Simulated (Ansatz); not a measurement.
What does this script print? It uses Ansatz 0.2.0, Python API.

`disp_c2h8ossi2.py`
```python
import ansatz
from ase import Atoms


def main() -> None:
    atoms = Atoms(["C", "C", "O", "Si", "S", "Si", "H", "H", "H", "H", "H", "H", "H", "H"], positions=[
        (3.5987, -0.1205, 0.0951),
        (2.3404, 0.3009, 0.2369),
        (1.2832, -0.4717, -0.1642),
        (-0.2828, 0.0565, 0.0142),
        (-1.5905, -1.4486, -0.7357),
        (-3.3547, -0.3385, -0.2968),
        (3.8145, -1.0896, -0.3434),
        (4.4343, 0.4928, 0.4134),
        (2.1072, 1.265, 0.6724),
        (-0.4767, 1.3155, -0.7471),
        (-0.5686, 0.3008, 1.4498),
        (-3.4301, -0.0747, 1.161),
        (-4.537, -1.1311, -0.7123),
        (-3.3378, 0.9432, -1.0433),
    ])
    molecule = ansatz.Crystal.molecule_from_ase(atoms)

    base = molecule.calculation().basis(gaussian="def2-SVP")
    for name in ["b3lyp", "blyp"]:
        for correction in ("d3bj", "d4"):
            report = base.functional(name, dispersion=correction).run(threads=1).report
            print(f"{name:8s} {correction:5s} total {report['free_energy_ev']:.5f} eV, of which dispersion {1000 * report['dispersion']['energy']['ev']:.2f} meV")


if __name__ == "__main__":
    main()
```

```console
$ python disp_c2h8ossi2.py
b3lyp    d3bj  total -30834.00257 eV, of which dispersion -665.21 meV
b3lyp    d4    total -30833.92955 eV, of which dispersion -592.19 meV
blyp     d3bj  total -30830.27521 eV, of which dispersion -803.42 meV
blyp     d4    total -30830.26416 eV, of which dispersion -792.37 meV
```

What to keep in mind:
- Total energies depend on the basis set; only differences at equal settings carry meaning.
- The geometry is a force-field or estimated start, not a minimum of this method, and the basis set is short of its limit. D4 holds the three-body term, and d3bj doesn't.
- b3lyp holds the VWN-RPA fit, as in Gaussian; the form of ORCA and Turbomole is b3lyp5.
- Hardware and time: 24 s on 1 thread of Arm Neoverse V2, with other jobs on the host, peak memory 0.39 GiB.
